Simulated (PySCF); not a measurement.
# C7H5F3 (benzotrifluoride): the cost of one run

The runs use PySCF 2.14.0, with density-fitted response routines of our own; the level of theory stands in each step. All values are computed, except where a source is named. Atoms count from 0, in the outputs and in this text.

## 1. Starting geometry

15 atoms, charge 0, multiplicity 1; geometry from: GFN2-xTB. The atoms were then displaced at random by about 0.01 Å, so the start is not that level's minimum.

Bonds of the start (Å): F0–C1 1.35, C1–F2 1.33, C1–F3 1.35, C1–C4 1.50, C4–C5 1.38, C5–C6 1.37, C6–C7 1.39, C7–C8 1.38, C8–C9 1.38, C9–C4 1.40, C5–H10 1.08, C6–H11 1.08, C7–H12 1.12, C8–H13 1.08, C9–H14 1.07.

## 2. Relaxing the molecule at PBE0-D3(BJ)/def2-TZVP

Job settings and geometry (Å):

```
{"job": {"xc": "PBE0", "basis": "def2-TZVP", "d3": "d3bj", "grid": 2, "shake": 0.01, "kind": "geom"}, "charge": 0, "multiplicity": 1}
F      2.700000     0.334130    -1.169650
C      2.165150     0.031180     0.031030
F      2.650890     0.929760     0.889670
F      2.746030    -1.146680     0.353810
C      0.666270     0.001250     0.013340
C      0.003130    -1.164600    -0.300010
C     -1.366520    -1.187160    -0.322450
C     -2.074290    -0.028200    -0.039280
C     -1.425600     1.145700     0.296470
C     -0.043530     1.164960     0.315940
H      0.563220    -2.064760    -0.509910
H     -1.889220    -2.098130    -0.561140
H     -3.197180    -0.041120    -0.061430
H     -1.996620     2.040900     0.505610
H      0.482920     2.065370     0.550760
```

Command:

```bash
OMP_NUM_THREADS=2 python probes_run.py task.json out
```

This one command runs all jobs of the session in turn.

**Question.** How long does this first job take on 2 threads of Intel Xeon at 2.50GHz, shared host, and how much memory does it need?

About 16 min, with a peak of 2.7 GiB.
